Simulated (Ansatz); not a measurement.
This script for Ansatz's Python interface starts 3 runs on CH₇AlSi₂, SMILES [AlH2][SiH]1C[SiH2]1. What input does the engine get in each?

The script, `methods.py`:
```python
# -*- coding: utf-8 -*-
"""One geometry of CH7AlSi2, method by method."""

import ansatz as az

ch7alsi2 = (
    az.Crystal.molecule()
    .atom("Al", (-1.539, 1.6558, 0.0581))
    .atom("Si", (-0.0575, 0.1519, 0.9533))
    .atom("C", (1.404, -0.206, -0.088))
    .atom("Si", (0.3231, -1.5291, -0.5456))
    .atom("H", (-2.8992, 2.09, 0.8453))
    .atom("H", (-1.3135, 2.3533, -1.3934))
    .atom("H", (-0.0883, -0.4173, 2.3102))
    .atom("H", (2.3463, -0.5482, 0.5056))
    .atom("H", (1.6229, 0.5534, -0.8346))
    .atom("H", (-0.3378, -1.3202, -1.848))
    .atom("H", (0.6042, -2.8408, 0.0577))
)

setup = ch7alsi2.calculation().basis(gaussian="def2-SVP")

methods = ["mp2", "ccsd", "ccsd_t"]
reports = [setup.correlation(m).run().report for m in methods]
print(f"Hartree-Fock reference {reports[0]['reference_energy_ev'] / 27.211386246:.6f} Ha")
best = reports[-1]["free_energy_ev"] - reports[-1]["reference_energy_ev"]
for method, each in zip(methods, reports):
    gained = each["free_energy_ev"] - each["reference_energy_ev"]
    print(f"{method:8s} total {each['free_energy_ev'] / 27.211386246:.6f} Ha  correlation {gained:9.4f} eV  ({100 * gained / best:.1f} % of the last)")
```

Run 1:
```yaml
crystal:
  periodic: [false, false, false]
  atoms:
    - { symbol: Al, position_ang: [-1.539, 1.6558, 0.0581] }
    - { symbol: Si, position_ang: [-0.0575, 0.1519, 0.9533] }
    - { symbol: C, position_ang: [1.404, -0.206, -0.088] }
    - { symbol: Si, position_ang: [0.3231, -1.5291, -0.5456] }
    - { symbol: H, position_ang: [-2.8992, 2.09, 0.8453] }
    - { symbol: H, position_ang: [-1.3135, 2.3533, -1.3934] }
    - { symbol: H, position_ang: [-0.0883, -0.4173, 2.3102] }
    - { symbol: H, position_ang: [2.3463, -0.5482, 0.5056] }
    - { symbol: H, position_ang: [1.6229, 0.5534, -0.8346] }
    - { symbol: H, position_ang: [-0.3378, -1.3202, -1.848] }
    - { symbol: H, position_ang: [0.6042, -2.8408, 0.0577] }
basis:
  gaussian:
    orbitals: def2-SVP
correlation:
  method: mp2
```

Run 2, against run 1:
```diff
-  method: mp2
+  method: ccsd
```

Run 3, against run 1:
```diff
-  method: mp2
+  method: ccsd_t
```

```console
$ python methods.py
Hartree-Fock reference -861.353557 Ha
mp2      total -861.761235 Ha  correlation  -11.0935 eV  (84.1 % of the last)
ccsd     total -861.822163 Ha  correlation  -12.7514 eV  (96.7 % of the last)
ccsd_t   total -861.838225 Ha  correlation  -13.1885 eV  (100.0 % of the last)
```

Reading the output:
- Total energies depend on the basis set; only differences at equal settings carry meaning.
- The geometry is a force-field or estimated start, not a minimum of this method, and the basis set is short of its limit. A lower total doesn't mark the better method: functionals have no common bound, and MP2 and coupled cluster aren't variational.
- Inner cores stay frozen, so this is valence correlation.
- Timing: 16 s on 1 thread of Arm Neoverse V1, on a shared host, peak memory 0.43 GiB.
